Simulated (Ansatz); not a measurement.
LaZn, space group Pm-3m, cell relaxations under several functionals

Computed with Ansatz 0.2.0, Python API.

`lattice_lazn.py`:
```python
"""Relaxed cell of LaZn under several functionals."""

import warnings

import ansatz as az
import numpy as np
from pymatgen.core import Lattice, Structure
from pymatgen.io.ase import AseAtomsAdaptor

def edges_and_angles(cell):
    cell = np.asarray(cell)
    a, b, c = np.linalg.norm(cell, axis=1)
    cosines = cell[1] @ cell[2] / (b * c), cell[0] @ cell[2] / (a * c), cell[0] @ cell[1] / (a * b)
    return (a, b, c, *np.degrees(np.arccos(cosines)))


def main() -> None:
    warnings.simplefilter("ignore", az.DeckWarning)

    pmg_structure = Structure(
        Lattice([[3.75, 0.0, 0.0], [0.0, 3.75, 0.0], [0.0, 0.0, 3.75]]),
        ["La", "Zn"],
        [
            [0.5, 0.5, 0.5],
            [0.0, 0.0, 0.0],
        ],
    )
    system = az.Crystal.from_ase(AseAtomsAdaptor.get_atoms(pmg_structure))

    calculation = (
        system.calculation()
        .basis(530)
        .mixing("anderson", ndim=8, beta=0.2)
        .scf(tolerance=1e-09, max_iterations=80, extra_bands=12)
        .kpoints(5, 5, 5, center="monkhorst-pack")
        .occupations("gaussian", width=0.05)
        .relax(cell=True, force_tolerance=0.001, max_steps=40, density_extrapolation="transplant")
    )

    levels = [("pbesol", "d3bj"), ("lda", "none"), ("pbesol", "none")]
    print("level            a       b       c    alpha   beta  gamma  V/atom  steps")
    for name, dispersion in levels:
        seen = []
        run = calculation.functional(name, dispersion=dispersion).session().plan()
        outcome = run.execute(on_event=lambda e: seen.append(e) if e["event"] == "relax_step" else None)
        cell = outcome.lattice.cell_ang
        label = name if dispersion == "none" else f"{name}+{dispersion}"
        print("{:13s} {:7.4f} {:7.4f} {:7.4f} {:6.2f} {:6.2f} {:6.2f}".format(label, *edges_and_angles(cell)), f"{abs(np.linalg.det(cell)) / len(outcome.lattice.sites):7.3f} {len(seen):5d}")


if __name__ == "__main__":
    main()
```

```console
$ python lattice_lazn.py
level            a       b       c    alpha   beta  gamma  V/atom  steps
pbesol+d3bj    3.6034  3.6034  3.6034  90.00  90.00  90.00  23.393     5
lda            3.6278  3.6278  3.6278  90.00  90.00  90.00  23.872     5
pbesol         3.6727  3.6727  3.6727  90.00  90.00  90.00  24.770     4
```

From smallest to largest: PBEsol+D3BJ (23.39 Å³ an atom, -11.3 % against the start), LDA (23.87 Å³ an atom, -9.5 % against the start) and PBEsol (24.77 Å³ an atom, -6.1 % against the start). The spread is 5.9 % in volume.

What to keep in mind:
- The settings weren't tested for convergence.
- Forces vanish by symmetry, so the ions can't move, and the end may be a saddle.
- Dispersion corrections can be off by several per cent in the lattices of metals, and by several GPa in the pressure at a fixed cell.
- The mesh is modest for a metal, so energies can be off by several to tens of meV an atom and pressures by half a GPa or more; differences at equal mesh fare better.
- The program warned that this SCF threshold is loose for forces or stresses.
- The structure is a deposited one; some such entries were measured under pressure or heat, so a shift against it needn't be the functional's error alone.
- The script silences the warnings on its input, which a real study should read.
- Timing: 14 s on 1 thread of Intel(R) Xeon(R) Platinum 8375C CPU @ 2.90GHz (Ice Lake), on a shared host, peak memory 0.51 GiB.

(Lines on the test bed's own set-up are left out of the output.)
